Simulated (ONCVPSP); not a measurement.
**Pseudopotential generation for W: ONCV, PBE**

Aim: build the potential from the settings below, then test how well it stands in for the atom: other configurations, scattering, ghost states and the plane-wave cutoff that it needs.

Program: ONCVPSP 4.0.1.1 (patched build). Reference atom: PBE, scalar-relativistic, spherical and spin-unpolarised. All values are calculated.

## (1) The design

Typed settings, in words:

| Quantity | Value |
| --- | --- |
| element | tungsten (W, Z = 74) |
| type | optimised norm-conserving Vanderbilt (ONCV) |
| frozen core | [Xe] 4f14 |
| valence charge | 6 |
| reference configuration | 5d4 6s2 |
| partial waves | 6s: rc 2.90 bohr, ncon 4, nbas 8, qcut 2 1/bohr, 3 projectors, debl 2.6 Ha; p scattering state at 0.29 Ha: rc 2.90 bohr, ncon 4, nbas 8, qcut 2.5 1/bohr, 2 projectors, debl 3.9 Ha; 5d: rc 1.85 bohr, ncon 4, nbas 8, qcut 5.9 1/bohr, 2 projectors, debl 1.1 Ha |
| local potential | polynomial inside 1.25 bohr (lpopt 5, dvloc0 0 Ha) |
| core correction | Teter function, fcfact 1.75, rcfact 1.15 |

The outer shells as boxes (Hund's rule for the drawing; the calculation is spin-unpolarised):

```
[Xe] core
4f [↑↓][↑↓][↑↓][↑↓][↑↓][↑↓][↑↓]
5d [↑ ][↑ ][↑ ][↑ ][  ]
6s [↑↓]
```

## (2) Generation

File W.dat:

```
# ATOM AND REFERENCE CONFIGURATION
# atsym  z   nc   nv     iexc    psfile
  W 74.00   12    2        4      upf
#
#   n    l    f
    1    0    2.00
    2    0    2.00
    2    1    6.00
    3    0    2.00
    3    1    6.00
    3    2   10.00
    4    0    2.00
    4    1    6.00
    4    2   10.00
    4    3   14.00
    5    0    2.00
    5    1    6.00
    5    2    4.00
    6    0    2.00
#
# PSEUDOPOTENTIAL AND OPTIMIZATION
# lmax
    2
#
#   l,   rc,      ep,       ncon, nbas, qcut
    0    2.90    0.00    4    8    2.00
    1    2.90    0.29    4    8    2.50
    2    1.85    0.00    4    8    5.90
#
# LOCAL POTENTIAL
# lloc, lpopt,  rc(5),   dvloc0
    4    5    1.25    0.00
#
# VANDERBILT-KLEINMAN-BYLANDER PROJECTORs
# l, nproj, debl
    0    3    2.60
    1    2    3.90
    2    2    1.10
#
# MODEL CORE CHARGE
# icmod, fcfact, rcfact
    3    1.75    1.15
#
# LOG DERIVATIVE ANALYSIS
# epsh1, epsh2, depsh
   -2.00    5.00    0.02
#
# OUTPUT GRID
# rlmax, drl
    6.00    0.01
#
# TEST CONFIGURATIONS
# ncnf
    4
# nvcnf
#   n    l    f
    2
    5    2    4.00
    6    0    1.00
#
    2
    5    2    4.00
    6    0    0.00
#
    2
    5    2    3.00
    6    0    0.00
#
    3
    5    2    4.00
    6    0    1.00
    6    1    1.00
#
```

Run with:

```console
$ oncvpsp.x < W.dat > W.out
```

**Question.** What will these runs give? Wanted: cutoffs for 1 and 0.1 mHa per electron, occupied waves; bound ghosts; GHOST(+) flags; largest test error; largest phase difference near zero energy, channels read; rms error of d²Exc/dn², without and with the model core; projector energies reset by the program.

**Answer**, as computed:

```
                                                quantity                 value
  cutoffs for 1 and 0.1 mHa per electron, occupied waves       14 Ha and 19 Ha
                                            bound ghosts        s at -37.58 eV
                                          GHOST(+) flags             p at 3 eV
                            largest test error (AE − PS)  +55 meV, for 5d4 6s0
largest phase difference near zero energy, channels read             3.135 rad
 rms error of d²Exc/dn², without and with the model core     7.64 and 5.68 mHa
                 projector energies reset by the program    p: 0.050, 3.950 Ha
```

It has a bound ghost (s), a state that the atom doesn't have, and that rules the file out. By total energies transferability is fair: the largest error is 55 meV on 24.6 eV, for 5d4 6s0. The potential is soft on the atom: the looser tolerance needs 14 Ha. At the looser tolerance the 5d wave is the slowest; 6s needs 8 Ha. Near zero energy the largest phase difference among the channels read is 3.14 rad, in the p channel (at the energies tabulated). A step near π is an extra or missing state, not a misfit of shape. The pseudo curves have poles with no partner nearby in the atom's: s at -1.38 Ha, p at 0.12 Ha. At positive energy that is a spurious or a displaced resonance. The program also flags highly localised states, GHOST(+) (p). These are tests on the free atom; a crystal test is still owed.
